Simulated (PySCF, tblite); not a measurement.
**C5H6BS2 radical: geometry, infrared bands and EPR parameters**

Wanted: the infrared bands and EPR parameters of C5H6BS2 radical (`CBSc1cc[c]s1`), by calculation.

The runs use tblite 0.8.0 and PySCF 2.14.0, with density-fitted response routines of our own; the level of theory stands in each step. All values are computed, except where a source is named. Atoms are numbered from 0 throughout.

### 1 Starting geometry

14 atoms, charge 0, multiplicity 2; geometry from: force field or distance geometry start.

Bonds of the start (Å): C0–B1 1.59, B1–S2 1.87, S2–C3 1.82, C3–C4 1.35, C4–C5 1.35, C5–C6 1.35, C6–S7 1.80, S7–C3 1.83, C0–H8 1.12, C0–H9 1.12, C0–H10 1.10, B1–H11 1.18, C4–H12 1.11, C5–H13 1.12.

### 2 Relaxing the molecule with GFN2-xTB

What the job is given:

```
{"job": {"kind": "relax", "xc": "GFN2-xTB", "basis": "xTB"}, "charge": 0, "multiplicity": 2}
C      2.205300     0.423200     0.174400
B      1.940900    -1.052500     0.708200
S      0.405200    -1.891300     0.044900
C     -1.027400    -0.779100     0.121500
C     -1.420300     0.083300    -0.836400
C     -2.516600     0.826300    -0.596300
C     -3.138600     0.663600     0.588600
S     -2.222500    -0.584900     1.498500
H      2.147700     0.382900    -0.945600
H      1.358000     1.029600     0.596000
H      3.194000     0.782600     0.494400
H      2.821800    -1.612000     1.254000
H     -0.852300     0.162900    -1.782300
H     -2.896000     1.564900    -1.342200
```

Run with:

```bash
OMP_NUM_THREADS=1 python probes_run.py task.json out
```

This one command runs all jobs of the session in turn.

**Question.** This job is followed by: GFN2-xTB harmonic vibrations, gas phase; UKS B3LYP, pcH-1 on B C H S, non-relativistic, mean-field spin-orbit, GIAO. Predict these results of the whole session: strongest single infrared mode (GFN2-xTB); zero-point energy (GFN2-xTB); g(iso) (B3LYP); ⟨S²⟩; largest a(iso) (averaged by class); surface potential, 1st and 99th percentile.

The runs gave:

```
                                 quantity                  value
strongest single infrared mode (GFN2-xTB)  1116 cm⁻¹, 210 km/mol
             zero-point energy (GFN2-xTB)          58.5 kcal/mol
                           g(iso) (B3LYP)                2.00150
                                     ⟨S²⟩     0.760 (exact 0.75)
       largest a(iso) (averaged by class)   13C on C6, 514.4 MHz
    surface potential, 1st and 99th percentile     -0.48 V and 1.13 V
```

**Reading.** Over 129 steps the energy fell by 1.092 eV; of the close pairs, C6–S7 changed most, 1.796 to 1.693 Å. No mode is imaginary among the 36: a minimum at this level. The strongest single mode, at 1116 cm⁻¹, moves mainly B1 and H11. GFN2-xTB is a fitted tight-binding method: band positions and strengths are rough. Its intensities can rank the bands wrongly. C6 carries the largest spin population, 0.98 e. The isotropic g lies 0.8 ppt below the free-electron value.
